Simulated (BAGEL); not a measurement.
**RI-MP2/6-31G(d) (density fitting with qzvpp-jkfit, spherical functions) run of GeNH3ClF (SMILES [NH2][GeH]([F])[Cl])**

Aim: the energy change on altering one bond length of GeNH3ClF at RI-MP2/6-31G* (density fitting with qzvpp-jkfit, spherical functions), from 2 runs. 

The results are computed with BAGEL 1.2.2.

4 further runs of the same task are left out: 2 that didn't finish, 2 set aside as unsound or not needed.

## Step 1: Starting point

GeNH3ClF has 7 atoms, charge 0, and is taken as a singlet. SMILES: `[NH2][GeH]([F])[Cl]`. Geometry: relaxed at PBE0-D4/def2-TZVP. This is one conformer, not always the lowest.

Bond lengths: N1–Ge2 1.803 Å, Ge2–F3 1.738 Å, Ge2–Cl4 2.129 Å, N1–H5 1.010 Å, N1–H6 1.010 Å, Ge2–H7 1.525 Å. Angles: N1–Ge2–F3 112.3°, N1–Ge2–Cl4 107.1°, F3–Ge2–Cl4 105.2°, N1–Ge2–H7 113.5°, F3–Ge2–H7 106.3°, Cl4–Ge2–H7 112.3°, Ge2–N1–H5 115.0°, Ge2–N1–H6 115.6°, H5–N1–H6 110.1°.

## Step 2: A single-point energy at RI-MP2/6-31G(d) (density fitting with qzvpp-jkfit, spherical functions)

Contents of mp2.json:

```json
{ "bagel": [

{
  "title": "molecule",
  "basis": "6-31gs.json",
  "df_basis": "qzvpp-jkfit",
  "angstrom": true,
  "geometry": [
    { "atom": "N", "xyz": [      -0.588700,       1.020200,      -0.150600 ] },
    { "atom": "Ge", "xyz": [       0.392900,      -0.492200,      -0.136800 ] },
    { "atom": "F", "xyz": [       1.169400,      -0.760300,       1.394300 ] },
    { "atom": "Cl", "xyz": [      -0.962200,      -2.118500,      -0.367300 ] },
    { "atom": "H", "xyz": [      -1.430800,       0.987400,       0.406400 ] },
    { "atom": "H", "xyz": [      -0.080300,       1.872400,       0.039300 ] },
    { "atom": "H", "xyz": [       1.499500,      -0.509000,      -1.185400 ] }
  ]
},

{ "title": "hf", "charge": 0 },

{ "title": "mp2", "charge": 0, "ncore": 16 }

]}
```

The basis set 6-31G* is read from a file made from the Basis Set Exchange's data (not shown).

On the command line:

```bash
BAGEL_NUM_THREADS=1 BAGEL mp2.json > mp2.out
```

Output:

```text
* using 1 threads per process

  ===============================================================
  ===============================================================

  *** Geometry ***

  { "atom" : "N", "xyz" : [     -1.112482,      1.927899,     -0.284593 ] },
  { "atom" : "Ge", "xyz" : [      0.742473,     -0.930123,     -0.258515 ] },
  { "atom" : "F", "xyz" : [      2.209846,     -1.436759,      2.634845 ] },
  { "atom" : "Cl", "xyz" : [     -1.818294,     -4.003385,     -0.694096 ] },
  { "atom" : "H", "xyz" : [     -2.703820,      1.865916,      0.767985 ] },
  { "atom" : "H", "xyz" : [     -0.151745,      3.538323,      0.074266 ] },
  { "atom" : "H", "xyz" : [      2.833644,     -0.961871,     -2.240081 ] },

  Number of auxiliary basis functions:      602

  Since a DF basis is specified, we compute 2- and 3-index integrals:
    o Being stored without compression. Storage requirement is 0.034 GB

  Number of basis functions:       84
  Number of electrons      :       68

    * METHOD: MOLECULE                             0.52

  *** RHF ***

  === Nuclear Repulsion ===
   393.2395146927

      * DIIS with orbital gradients will be used.

  === RHF iteration (6-31gs.json) ===
      0      -2690.03684854          0.02044395           0.14
      1      -2690.19471138          0.01298155           0.13
      2      -2690.28015523          0.00119278           0.14
      3      -2690.28127136          0.00049591           0.13
      4      -2690.28142042          0.00009057           0.13
      5      -2690.28143076          0.00003399           0.15
      6      -2690.28143223          0.00001328           0.13
      7      -2690.28143252          0.00000299           0.15
      8      -2690.28143253          0.00000128           0.13
      9      -2690.28143253          0.00000039           0.15
     10      -2690.28143253          0.00000018           0.12
     11      -2690.28143253          0.00000006           0.12
     12      -2690.28143253          0.00000002           0.13
     13      -2690.28143253          0.00000001           0.13
     14      -2690.28143253          0.00000000           0.12
    * SCF iteration converged.

    * Permanent dipole moment:
           (   -0.102473,    -1.018524,     0.252844) a.u.

    * METHOD: HF                                   2.28

  *** RHF ***

  === Nuclear Repulsion ===
   393.2395146927

      * DIIS with orbital gradients will be used.

  === RHF iteration (6-31gs.json) ===
      0      -2690.28143253          0.00000000           0.12
    * SCF iteration converged.

    * Permanent dipole moment:
           (   -0.102473,    -1.018524,     0.252843) a.u.

  === DF-MP2 calculation ===

    * freezing 16 orbitals
    * 3-index integral transformation done
    * assembly done

      MP2 correlation energy:   -0.7104112798      0.06

      MP2 total energy:       -2690.9918438077

    * METHOD: MP2                                  0.33

  ===============================================================
```

Run time: 3.6 s. Hardware: 1 thread of Intel Xeon Platinum 8488C (Sapphire Rapids), shared host; peak memory 0.16 GiB.

## Step 3: The distorted shape

Contents of input.json:

```json
{ "bagel" : [

{
  "title" : "molecule",
  "basis" : "6-31gs.json",
  "df_basis" : "qzvpp-jkfit",
  "angstrom" : "true",
  "geometry" : [
    { "atom" : "N", "xyz" : [    1.037391,    2.971725,    0.125995 ] },
    { "atom" : "Ge", "xyz" : [    2.018991,    1.459325,    0.139795 ] },
    { "atom" : "F", "xyz" : [    2.795491,    1.191225,    1.670895 ] },
    { "atom" : "Cl", "xyz" : [   -0.962200,   -2.118500,   -0.367300 ] },
    { "atom" : "H", "xyz" : [    0.195291,    2.938925,    0.682995 ] },
    { "atom" : "H", "xyz" : [    1.545791,    3.823925,    0.315895 ] },
    { "atom" : "H", "xyz" : [    3.125591,    1.442525,   -0.908805 ] }
  ]
},
{
  "title" : "hf"
},
{
  "title" : "mp2",
  "ncore" : 16
}

]}
```

The basis set 6-31G* is read from a file made from the Basis Set Exchange's data (not shown).

On the command line:

```bash
BAGEL_NUM_THREADS=1 BAGEL input.json > input.out
```

Output:

```text
* using 1 threads per process

  ===============================================================
  ===============================================================

  *** Geometry ***

  { "atom" : "N", "xyz" : [      1.960385,      5.615746,      0.238096 ] },
  { "atom" : "Ge", "xyz" : [      3.815340,      2.757725,      0.264174 ] },
  { "atom" : "F", "xyz" : [      5.282712,      2.251089,      3.157534 ] },
  { "atom" : "Cl", "xyz" : [     -1.818294,     -4.003385,     -0.694096 ] },
  { "atom" : "H", "xyz" : [      0.369047,      5.553763,      1.290673 ] },
  { "atom" : "H", "xyz" : [      2.921122,      7.226171,      0.596955 ] },
  { "atom" : "H", "xyz" : [      5.906511,      2.725977,     -1.717393 ] },

  Number of auxiliary basis functions:      602

  Since a DF basis is specified, we compute 2- and 3-index integrals:
    o Being stored without compression. Storage requirement is 0.034 GB

  Number of basis functions:       84
  Number of electrons      :       68

    * METHOD: MOLECULE                             0.42

  *** RHF ***

  === Nuclear Repulsion ===
   296.6076671493

      * DIIS with orbital gradients will be used.

  === RHF iteration (6-31gs.json) ===
      0      -2689.74465655          0.02120619           0.13
      1      -2689.32192227          0.01917767           0.12
      2      -2689.96380121          0.00756311           0.14
      3      -2690.02822828          0.00356088           0.13
      4      -2690.05129442          0.00138807           0.13
      5      -2690.05811199          0.00077882           0.12
      6      -2690.06308532          0.00075834           0.13
      7      -2690.06429980          0.00023546           0.12
      8      -2690.06455119          0.00005655           0.12
      9      -2690.06456122          0.00003193           0.13
     10      -2690.06456661          0.00002335           0.14
     11      -2690.06457083          0.00001781           0.13
     12      -2690.06457588          0.00001267           0.12
     13      -2690.06458018          0.00000560           0.12
     14      -2690.06458064          0.00000307           0.13
     15      -2690.06458067          0.00000125           0.12
     16      -2690.06458068          0.00000060           0.12
     17      -2690.06458068          0.00000036           0.13
     18      -2690.06458068          0.00000014           0.12
     19      -2690.06458068          0.00000008           0.12
     20      -2690.06458068          0.00000005           0.13
     21      -2690.06458068          0.00000004           0.14
     22      -2690.06458068          0.00000002           0.12
     23      -2690.06458068          0.00000002           0.12
     24      -2690.06458068          0.00000001           0.13
     25      -2690.06458068          0.00000001           0.12
    * SCF iteration converged.

    * Permanent dipole moment:
           (   -3.077996,    -4.785386,    -0.265395) a.u.

    * METHOD: HF                                   3.61

  *** RHF ***

  === Nuclear Repulsion ===
   296.6076671493

      * DIIS with orbital gradients will be used.

  === RHF iteration (6-31gs.json) ===
      0      -2690.06458068          0.00000000           0.12
    * SCF iteration converged.

    * Permanent dipole moment:
           (   -3.077996,    -4.785386,    -0.265395) a.u.

  === DF-MP2 calculation ===

    * freezing 16 orbitals
    * 3-index integral transformation done
    * assembly done

      MP2 correlation energy:   -0.7300303569      0.06

      MP2 total energy:       -2690.7946110407

    * METHOD: MP2                                  0.33

  ===============================================================
```

Run time: 4.8 s. Hardware: 1 thread of Intel Xeon Platinum 8488C (Sapphire Rapids), shared host; peak memory 0.16 GiB.

## Step 4: Results

At RI-MP2/6-31G* (density fitting with qzvpp-jkfit, spherical functions), 16 core orbitals frozen:

```
                                                           quantity           value
                                          first shape: total energy  -2690.99184 Eh
          first shape: correlation energy (16 core orbitals frozen)      -710.4 mEh
                                      distorted shape: total energy  -2690.79461 Eh
      distorted shape: correlation energy (16 core orbitals frozen)      -730.0 mEh
energy change with the Ge2–Cl4 bond stretched from 2.129 to 4.685 Å        5.367 eV
```

**Reading.** One bond (distorted shape) is far stretched, which a spin-restricted single reference describes badly; perturbation theory on it can break down and give far too much correlation. With the Ge2–Cl4 bond stretched from 2.129 to 4.685 Å the energy rises by 5.37 eV (124 kcal/mol). The first shape isn't relaxed at this level, so the change isn't measured from a minimum. A restricted reference can't describe the breaking bond well at this length.
